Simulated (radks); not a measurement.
**Ru⁴⁺ in [Kr] 4d4: an all-electron calculation**

What are the levels of the ruthenium ion Ru4+, how large are its shells, and how does its energy divide?

The numbers are computed with radks (a radial shooting solver on a logarithmic mesh, Libxc functionals) version 1 (scalar-relativistic Kohn-Sham, AM05, spin-unpolarised, spherical densities, finite nucleus), except any that are marked as measured or tabulated.

### 1 The system

```
element            : ruthenium (Z = 44)
charge             : +4
electrons          : 40
configuration      : [Kr] 4d4
nuclear rms radius : 4.4809 fm
```

Outer shells as boxes (Hund's rule):

Ru⁴⁺
```
[Kr] core
4d [↑ ][↑ ][↑ ][↑ ][  ]
```

### 2 The run

Input:

```text
Z 44
configuration [Kr] 4d4
relativity scalar-relativistic
functional am05,am05
spin unpolarised
nucleus finite rms 4.4809 fm
c 137.035999084
```

Run with:

```console
$ python run_ks.py task.json out
```

All runs below come from this command, one after another.

Q: Predict the outcome of this run.

The runs gave:

```
                        quantity                value
                    total energy  -4522.71509 hartree
exchange-correlation share of it               2.82 %
                            −T/E               1.0339
          highest occupied level       4d, -51.853 eV
    most extended occupied level  4d, <r> = 1.37 bohr
 radius at density 0.001 e/bohr³            3.00 bohr
    maxima of the radial density                    4
         ionisation energy, NIST       59 (theory) eV
```

The radial density shows 4 maxima for 4 occupied principal shells. Relativity lifts −T/E to 1.034. The top level binds by 51.853 eV, 88 % of the NIST ionisation energy of 59 eV; the potential of a semilocal functional falls off too fast, so its top eigenvalue is too shallow. Spin polarisation and multiplet splitting are left out.
